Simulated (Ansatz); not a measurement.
**C3H10BFOSi: small, medium and large basis sets**

An exercise on one series of results from a longer session: the logs are not shown, and one member is left open.

Program: Ansatz 0.2.0, Gaussian basis. Level of theory: one geometry, several basis sets. These are calculated values, not measurements.

The runs, in order: PBE0-D4/def2-SVP; ωB97M-V/def2-SVP; PBE0-D4/def2-QZVPP; ωB97M-V/def2-QZVPP; the functionals' def2-TZVPP values are taken from earlier runs.

## Structure used throughout

The geometry comes from an earlier relaxation with PBE0-D4 in a triple-zeta def2 set; it is a stationary point, not always the lowest conformer.

SMILES `C[Si](C)(C)OBF`, 17 atoms, charge 0, spin multiplicity 1.

Atoms are counted from 1 here; the program's logs count them from 0.

Bond lengths: C1–Si2 1.863 Å, C1–H8 1.093 Å, C1–H9 1.093 Å, C1–H10 1.094 Å, Si2–C3 1.860 Å, Si2–C4 1.863 Å, Si2–O5 1.680 Å, C3–H11 1.093 Å, C3–H12 1.093 Å, C3–H13 1.093 Å, C4–H14 1.093 Å, C4–H15 1.093 Å, C4–H16 1.094 Å, O5–B6 1.334 Å, B6–F7 1.339 Å, B6–H17 1.196 Å. Angles: Si2–C1–H8 110.9°, Si2–C1–H9 111.1°, Si2–C1–H10 110.8°, H8–C1–H9 108.2°, H8–C1–H10 108.0°, H9–C1–H10 107.8°, C1–Si2–C3 111.5°, C1–Si2–C4 111.4°, C1–Si2–O5 108.5°, C3–Si2–C4 111.5°, C3–Si2–O5 105.3°, C4–Si2–O5 108.5°, Si2–C3–H11 110.9°, Si2–C3–H12 110.9°, Si2–C3–H13 110.9°, H11–C3–H12 108.0°, H11–C3–H13 108.0°, H12–C3–H13 107.9° and more.

The first run:

Input file in.yaml:

```yaml
crystal:
  periodic: [false, false, false]
  atoms:
    - {symbol: C, position_ang: [-1.493439, 0.759705, -0.730970]}
    - {symbol: Si, position_ang: [0.038991, -0.159476, -0.205250]}
    - {symbol: C, position_ang: [0.873976, -0.977062, -1.651780]}
    - {symbol: C, position_ang: [-0.334566, -1.382821, 1.148818]}
    - {symbol: O, position_ang: [1.153928, 0.954474, 0.377093]}
    - {symbol: B, position_ang: [1.146382, 1.833109, 1.380683]}
    - {symbol: F, position_ang: [0.072655, 1.949708, 2.171358]}
    - {symbol: H, position_ang: [-1.950763, 1.273068, 0.118315]}
    - {symbol: H, position_ang: [-1.261692, 1.505621, -1.495553]}
    - {symbol: H, position_ang: [-2.234380, 0.072317, -1.148466]}
    - {symbol: H, position_ang: [0.221651, -1.727459, -2.106450]}
    - {symbol: H, position_ang: [1.131009, -0.243559, -2.419924]}
    - {symbol: H, position_ang: [1.795340, -1.475258, -1.340261]}
    - {symbol: H, position_ang: [0.574452, -1.889838, 1.482463]}
    - {symbol: H, position_ang: [-0.783107, -0.884624, 2.011707]}
    - {symbol: H, position_ang: [-1.034268, -2.147031, 0.799231]}
    - {symbol: H, position_ang: [2.083841, 2.539126, 1.608996]}
basis:
  gaussian: {orbitals: def2-SVP}
hamiltonian: {xc: pbe0, dispersion: d4}
output: {orbitals: {seedname: orbitals}}
```

Among the steps run: PBE0-D4 in def2-SVP; ωB97M-V in def2-SVP; PBE0-D4 in def2-QZVPP; ωB97M-V in def2-QZVPP.

One table of the session follows, with a row left open; its other results are not shown here.

It belongs to the step «Functionals by basis». 

| functional | basis | HOMO (eV) | LUMO (eV) |
| --- | --- | --- | --- |
| PBE0-D4 | def2-SVP | -8.49 | 0.67 |
| PBE0-D4 | def2-TZVPP | -8.53 | 0.41 |
| PBE0-D4 | def2-QZVPP | ? | ? |
| ωB97M-V | def2-SVP | -10.75 | 2.76 |
| ωB97M-V | def2-TZVPP | -10.80 | 2.06 |
| ωB97M-V | def2-QZVPP | -10.80 | 1.49 |

Q: Estimate the row for PBE0-D4, def2-QZVPP from the others.

The run gave: HOMO (eV): -8.54; LUMO (eV): 0.31. In the column «HOMO (eV)» it lies between ωB97M-V, def2-SVP (-10.75) and PBE0-D4, def2-TZVPP (-8.53).
